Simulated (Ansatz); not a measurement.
This script makes a convergence test of the plane-wave cutoff of Zn2CdN2, space group P-3m1 with the Python package of Ansatz (0.2.0).

Contents of `zn2cdn2.vasp`:
```text
Zn2CdN2
1.0
   3.46846907    0.00000000    0.00000000
  -1.73423454    3.00378233    0.00000000
   0.00000000    0.00000000    6.11130102
Zn Cd N
2 1 2
Direct
   0.66666667    0.33333333    0.14813000
   0.33333333    0.66666667    0.85187000
   0.00000000    0.00000000    0.50000000
   0.66666667    0.33333333    0.76606300
   0.33333333    0.66666667    0.23393700
```

Script `ecut_zn2cdn2.py`:
```python
from dataclasses import dataclass

import ansatz as az
from ase.io import read


@dataclass
class Options:
    functional: str = "pbe"
    kgrid: tuple[int, ...] = (6, 6, 4)
    filling: str = "fermi_dirac"
    smearing_width: float = 0.05


settings = Options()

atoms = read("zn2cdn2.vasp", format="vasp")
crystal = az.Crystal.from_ase(atoms)

job = (
    crystal.calculation()
    .functional(settings.functional)
    .kpoints(*settings.kgrid)
    .occupations(settings.filling, width=settings.smearing_width)
)

rows = []
for value in [300, 400, 500, 600]:
    r = job.basis(value).run(threads=1, backend="cpu").report
    rows.append((value, r["free_energy_ev"] / len(r["lattice"]["sites"]), r["n_iterations"], r["n_pw"]))

print(" cutoff (eV)   F/atom (eV)    iterations   plane waves")
for row in rows:
    print(f"{str(row[0]):>12s}  {row[1]:12.5f}  {row[2]:12d}  {row[3]:12d}")

for row in rows[:-1]:
    shift = 1000 * (row[1] - rows[-1][1])
    print(f"{row[0]}: {shift:+.2f} meV/atom" + ("  (within 1 meV)" if abs(shift) < 1 else ""))
```

How fast does the energy converge with the cutoff (threshold 1 meV an atom)?

From 500 eV on it stays within 1 meV an atom of the value at 600 eV; the first row (300 eV) is off by 175.8 meV and the last but one by 0.33 meV. The energy falls steadily, as expected when plane waves are added.

The run itself:

Running `python ecut_zn2cdn2.py` prints:
```text
DeckWarning: basis.ecutwfc = 300 eV is below the records' recommended 420 eV, and the density's cutoff is lower with it unless basis.ecutrho_ratio is high enough to keep the records' density cutoff: compare with a run at a higher cutoff
DeckWarning: basis.ecutwfc = 400 eV is below the records' recommended 420 eV, and the density's cutoff is lower with it unless basis.ecutrho_ratio is high enough to keep the records' density cutoff: compare with a run at a higher cutoff
 cutoff (eV)   F/atom (eV)    iterations   plane waves
         300   -3131.60648             7           725
         400   -3131.77521             7          1159
         500   -3131.78190             7          1607
         600   -3131.78223             7          2065
300: +175.75 meV/atom
400: +7.02 meV/atom
500: +0.33 meV/atom  (within 1 meV)
```
(Warnings from the package without file and line.)

For a metal this k-point mesh is coarse: on a finer one energies can move by several to tens of meV an atom and pressures by half a GPa or more, differences at one mesh by less. This cell is a computed structure, which may not be the phase found in nature. Shifts are counted from the last row, which is itself no proven limit. Wall time of the script: 8.3 s on 1 thread of Arm Neoverse V2, with other jobs on the host, peak memory 0.5 GiB.
